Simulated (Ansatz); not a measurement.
# H7N2OScSi: the cost of one run

The runs use Ansatz 0.2.0, Gaussian basis; revPBE/def2-SVP.

### Step 1. The relaxed structure

The geometry comes from an earlier relaxation with PBE0-D4 in a triple-zeta def2 set; it is a stationary point, not always the lowest conformer.

SMILES `[NH2][Sc]([NH2])[O][SiH3]`, 12 atoms, charge 0, spin multiplicity 1.

Atoms are counted from 1 here; the program's logs count them from 0.

Bond lengths: N1–Sc2 1.986 Å, N1–H6 1.013 Å, N1–H7 1.012 Å, Sc2–N3 1.985 Å, Sc2–O4 1.906 Å, N3–H8 1.013 Å, N3–H9 1.012 Å, O4–Si5 1.623 Å, Si5–H10 1.491 Å, Si5–H11 1.491 Å, Si5–H12 1.491 Å. Angles: Sc2–N1–H6 126.1°, Sc2–N1–H7 126.9°, H6–N1–H7 107.0°, N1–Sc2–N3 118.7°, N1–Sc2–O4 120.8°, N3–Sc2–O4 120.6°, Sc2–N3–H8 126.2°, Sc2–N3–H9 126.7°, H8–N3–H9 107.0°, Sc2–O4–Si5 179.0°, O4–Si5–H10 110.9°, O4–Si5–H11 111.0°, O4–Si5–H12 110.8°, H10–Si5–H11 107.9°, H10–Si5–H12 108.1°, H11–Si5–H12 108.0°.

### Step 2. Dynamics

in.yaml reads:

```yaml
crystal:
  periodic: [false, false, false]
  atoms:
    - {symbol: N, position_ang: [-1.018324, 1.783115, 1.499620]}
    - {symbol: Sc, position_ang: [-0.215631, 0.096695, 0.825144]}
    - {symbol: N, position_ang: [0.070818, -1.397956, 2.100264]}
    - {symbol: O, position_ang: [0.265479, -0.088510, -1.009944]}
    - {symbol: Si, position_ang: [0.676637, -0.274106, -2.569105]}
    - {symbol: H, position_ang: [-1.305662, 1.967014, 2.453280]}
    - {symbol: H, position_ang: [-1.219376, 2.617775, 0.963383]}
    - {symbol: H, position_ang: [-0.154640, -1.393977, 3.087640]}
    - {symbol: H, position_ang: [0.466823, -2.305586, 1.890180]}
    - {symbol: H, position_ang: [1.653052, 0.771040, -2.988586]}
    - {symbol: H, position_ang: [1.302151, -1.607093, -2.802193]}
    - {symbol: H, position_ang: [-0.521339, -0.168410, -3.449672]}
basis:
  gaussian: {orbitals: def2-SVP}
magnetization: {spin_polarized: true, initial_magnetization: 0}
hamiltonian: {xc: {name: revPBE}}
md: {timestep: 1 fs, n_steps: 50, ensemble: nvt_nose_hoover, temperature: 500, initial_velocities: maxwell_boltzmann, seed: 387}
```

Run with:

```sh
ansatz run in.yaml --threads 4 --pin off --events-out ev --progress --plain --max-ram 11315MiB
```

What time and memory should one allow on 4 threads of Intel Xeon Platinum 8259CL at 2.50GHz, shared host?

About 2.1 min, with a peak of 0.26 GiB.
